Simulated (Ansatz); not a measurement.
# InH5O4: a ladder of functionals and wavefunction methods

An exercise on one series of results from a longer session: the logs are not shown, and one member is left open.

Method: functionals in def2-TZVPP, the program's frozen cores in correlated methods; program: Ansatz 0.2.0, Gaussian basis.

The runs, in order: LDA (SPW92), PBE-D4, revPBE-D4, BLYP-D4, r2SCAN-D4, B97M-V, PBE0-D4, B3LYP-D4, r2SCANh-D4, r2SCAN0-D4, HSE06-D4, BHLYP-D4, CAM-B3LYP-D4, LC-ωPBE, ωB97X-V, ωB97M-V, B2PLYP, PBE-QIDH; CCSD(T)/def2-SVP; CCSD(T)/def2-TZVPP; MP2/def2-QZVPP; extrapolation to the limit; RPA on PBE.

1 further run of the same task is left out (for a known fault of the program).

### Structure used throughout

The geometry comes from an earlier relaxation with PBE0-D4 in a triple-zeta def2 set; it is a stationary point, not always the lowest conformer. In takes the def2 core potential; no spin-orbit term is included.

SMILES `[OH][In-]([OH])([OH])[OH2+]`, 10 atoms, charge 0, spin multiplicity 1.

Atoms are counted from 1 here; the program's logs count them from 0.

Bond lengths: O1–In2 1.978 Å, O1–H6 0.960 Å, In2–O3 2.008 Å, In2–O4 1.999 Å, In2–O5 2.316 Å, O3–H7 0.959 Å, O4–H8 0.959 Å, O5–H9 0.976 Å, O5–H10 0.964 Å. Angles: In2–O1–H6 112.2°, O1–In2–O3 119.7°, O1–In2–O4 124.2°, O1–In2–O5 112.7°, O3–In2–O4 114.4°, O3–In2–O5 76.2°, O4–In2–O5 91.5°, In2–O3–H7 114.8°, In2–O4–H8 114.4°, In2–O5–H9 88.4°, In2–O5–H10 106.8°, H9–O5–H10 106.6°.

Set-up of the first run:

in.yaml

```yaml
crystal:
  periodic: [false, false, false]
  atoms:
    - {symbol: O, position_ang: [-1.783668, 0.529926, 1.506699]}
    - {symbol: In, position_ang: [-0.279270, -0.206444, 0.453865]}
    - {symbol: O, position_ang: [1.597705, -0.034286, 1.146109]}
    - {symbol: O, position_ang: [-0.489218, -1.501840, -1.054240]}
    - {symbol: O, position_ang: [0.683463, 1.365907, -0.947989]}
    - {symbol: H, position_ang: [-2.628268, 0.408511, 1.067174]}
    - {symbol: H, position_ang: [2.059106, -0.865944, 1.266210]}
    - {symbol: H, position_ang: [-1.356541, -1.907200, -1.110627]}
    - {symbol: H, position_ang: [1.536238, 1.199830, -0.503508]}
    - {symbol: H, position_ang: [0.743552, 0.960541, -1.820795]}
basis:
  gaussian: {orbitals: def2-TZVPP}
hamiltonian: {xc: lda}
output: {orbitals: {seedname: orbitals}}
```

Command:

```bash
$ ansatz run in.yaml --threads 4 --pin off --events-out ev --progress --plain --max-ram 10444MiB
```

Steps of the session up to this table: LDA; PBE-D4 (GGA); revPBE-D4 (GGA); BLYP-D4 (GGA); r2SCAN-D4 (meta-GGA); B97M-V (meta-GGA); PBE0-D4 (hybrid); B3LYP-D4 (hybrid); r2SCANh-D4 (hybrid); r2SCAN0-D4 (hybrid); HSE06-D4 (hybrid); BHLYP-D4 (hybrid); CAM-B3LYP-D4 (range-separated); LC-ωPBE (range-separated); ωB97X-V (range-separated); ωB97M-V (range-separated); B2PLYP (double hybrid); PBE-QIDH (double hybrid).

One table of the session follows, with a row left open; its other results are not shown here.

It belongs to the step «Frontier levels by functional». 

| functional | HOMO (eV) | gap (eV) |
| --- | --- | --- |
| LDA (SPW92) | -6.77 | 4.23 |
| PBE-D4 | -6.53 | 4.29 |
| revPBE-D4 | -6.44 | 4.34 |
| BLYP-D4 | -6.44 | 4.20 |
| r2SCAN-D4 | -6.89 | 4.96 |
| B97M-V | -6.94 | 4.83 |
| PBE0-D4 | -8.20 | 6.87 |
| B3LYP-D4 | -7.95 | 6.25 |
| r2SCANh-D4 | -7.52 | 5.91 |
| r2SCAN0-D4 | -8.46 | 7.32 |
| HSE06-D4 | ? | ? |
| BHLYP-D4 | -9.79 | 9.23 |
| CAM-B3LYP-D4 | -9.70 | 9.24 |
| LC-ωPBE | -11.04 | 11.94 |
| ωB97X-V | -10.68 | 11.37 |
| ωB97M-V | -10.63 | 11.06 |

Estimate the missing values for HSE06-D4.

**Answer.** HOMO (eV): -7.79; gap (eV): 6.10. In the column «HOMO (eV)» it lies between B3LYP-D4 (-7.95) and r2SCANh-D4 (-7.52).
